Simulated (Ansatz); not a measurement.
# BrClFHOSn: the cost of one run

Computed with Ansatz 0.2.0, Gaussian basis. Level: the settings change from run to run.

**1. The geometry**

An earlier PBE0-D4 in a triple-zeta def2 set relaxation fixed the geometry. Sn takes a core potential in def2 sets; no spin-orbit term is included.

SMILES `[OH][Sn]([F])([Cl])[Br]`, 6 atoms, charge 0, spin multiplicity 1.

Atoms are counted from 1 here; the program's logs count them from 0.

Bond lengths: O1–Sn2 1.929 Å, O1–H6 0.962 Å, Sn2–F3 1.899 Å, Sn2–Cl4 2.277 Å, Sn2–Br5 2.435 Å. Angles: Sn2–O1–H6 113.2°, O1–Sn2–F3 108.2°, O1–Sn2–Cl4 107.9°, O1–Sn2–Br5 112.8°, F3–Sn2–Cl4 107.5°, F3–Sn2–Br5 106.7°, Cl4–Sn2–Br5 113.5°.

As a file:

```
O    -0.3403   -0.1193    1.5533
Sn    0.0098   -0.1540   -0.3437
F     1.7678   -0.8203   -0.6096
Cl   -1.4344   -1.6355   -1.2941
Br   -0.0613    2.0586   -1.3583
H     0.1005    0.6064    2.0061
```

**2. r2SCAN0/def2-TZVPD**

Set apart from the defaults: coordinates scaled by 1.25.

in.yaml reads:

```yaml
crystal:
  periodic: [false, false, false]
  atoms:
    - {symbol: O, position_ang: [-0.425331, -0.149128, 1.941625]}
    - {symbol: Sn, position_ang: [0.012205, -0.192470, -0.429600]}
    - {symbol: F, position_ang: [2.209731, -1.025433, -0.762013]}
    - {symbol: Cl, position_ang: [-1.793045, -2.044355, -1.617664]}
    - {symbol: Br, position_ang: [-0.076592, 2.573305, -1.697893]}
    - {symbol: H, position_ang: [0.125657, 0.757956, 2.507668]}
basis:
  gaussian: {orbitals: def2-TZVPD}
hamiltonian: {xc: {name: r2SCAN0}}
```

On the command line:

```console
$ ansatz run in.yaml --threads 4 --pin off --events-out ev --progress --plain --max-ram 10444MiB
```

Q: Estimate wall time and peak memory on 4 threads of Arm Neoverse V2, shared host.

About 8 s, with a peak of 0.79 GiB.
